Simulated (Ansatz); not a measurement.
The system is HfIn4SiO6.

```xyz
12
Lattice="5.6987 0.0038 0.0156 -0.7051 6.1082 -0.0057 -2.7372 -1.3956 6.6308" Properties=species:S:1:pos:R:3 pbc="T T T"
Hf    0.2972   -0.0900    0.8831
In   -0.4860    5.0863    4.8335
In    2.9601   -0.6377    3.2997
In   -0.4663    2.2403    3.5350
In    2.4974    2.6606    1.3677
Si    2.2933    1.4988    5.6832
O     0.7088    1.2617    5.2639
O     3.2588    1.4387    4.3619
O     5.4139    1.6003    0.0368
O     2.4594    2.8937    6.5395
O    -0.6297   -0.1526    2.6118
O     2.1007    0.3624    1.4524
```

The cell was built by a generator and needn't be a form met in nature.

```yaml
Program: Ansatz 0.2.0
Task: relaxation of cell and atoms
Functional: r2SCAN
Potentials_or_basis: Ansatz PAW
Cutoff: "500 eV (not typed: the program's choice for these potentials)"
k_mesh: 4 × 4 × 3
Occupations: fermi-dirac, width 0.05 eV
Spin: no spin polarisation
```

At the start: volume 19.25 Å³/atom.

**Question.** How do energy, volume and symmetry change on relaxing?

**Answer.** It ends after 17 steps and the volume is 18.03 Å³/atom (-6.3 %); space group P1 (No. 1, to 0.05 Å).

Step by step:
| step | energy change (eV) | largest force (eV/Å) | volume (Å³) |
| --- | --- | --- | --- |
| 1 | 0.0000 | 0.3258 | 231.05 |
| 2 | -0.0888 | 0.4395 | 216.89 |
| 3 | -0.1217 | 0.2107 | 219.36 |
| 4 | -0.1264 | 0.1194 | 219.23 |
| 5 | -0.1293 | 0.0890 | 218.57 |
| 6 | -0.1317 | 0.0628 | 218.23 |
| 7 | -0.1344 | 0.0348 | 218.17 |
| 8 | -0.1363 | 0.0790 | 217.84 |
| 9 | -0.1378 | 0.0719 | 216.95 |
| 10 | -0.1386 | 0.0565 | 216.83 |
| 11 | -0.1392 | 0.0519 | 216.69 |
| 12 | -0.1396 | 0.0642 | 216.27 |
| 13 | -0.1398 | 0.0354 | 216.44 |
| 14 | -0.1399 | 0.0252 | 216.48 |
| 15 | -0.1400 | 0.0138 | 216.49 |
| 16 | -0.1401 | 0.0063 | 216.40 |
| 17 | -0.1355 | 0.0060 | 216.40 |

Final structure:
```cif
data_structure
_symmetry_space_group_name_H-M 'P 1'
_symmetry_Int_Tables_number 1
_cell_length_a 5.5575
_cell_length_b 6.1471
_cell_length_c 6.9815
_cell_angle_alpha 98.465
_cell_angle_beta 110.495
_cell_angle_gamma 97.814
_cell_volume 216.40
loop_
_atom_site_label
_atom_site_type_symbol
_atom_site_fract_x
_atom_site_fract_y
_atom_site_fract_z
_atom_site_occupancy
Hf1 Hf 0.12202 0.01622 0.11842 1
In1 In 0.37310 0.99395 0.72105 1
In2 In 0.75743 0.00612 0.49617 1
In3 In 0.24870 0.48316 0.53042 1
In4 In 0.62814 0.49103 0.26700 1
Si1 Si 0.85847 0.43909 0.85162 1
O1 O 0.54041 0.37336 0.78827 1
O2 O 0.91865 0.39265 0.63724 1
O3 O 0.98397 0.26275 0.99492 1
O4 O 0.97878 0.69557 0.98234 1
O5 O 0.09000 0.07145 0.39233 1
O6 O 0.50031 0.11467 0.22019 1
```

Caveat: the plane-wave basis is chosen anew once the cell has moved, so the energies of steps on either side of that aren't comparable; the PAW data sets come from PBE, with cores solved anew for the run's functional, which leaves a small shift of forces and pressure.
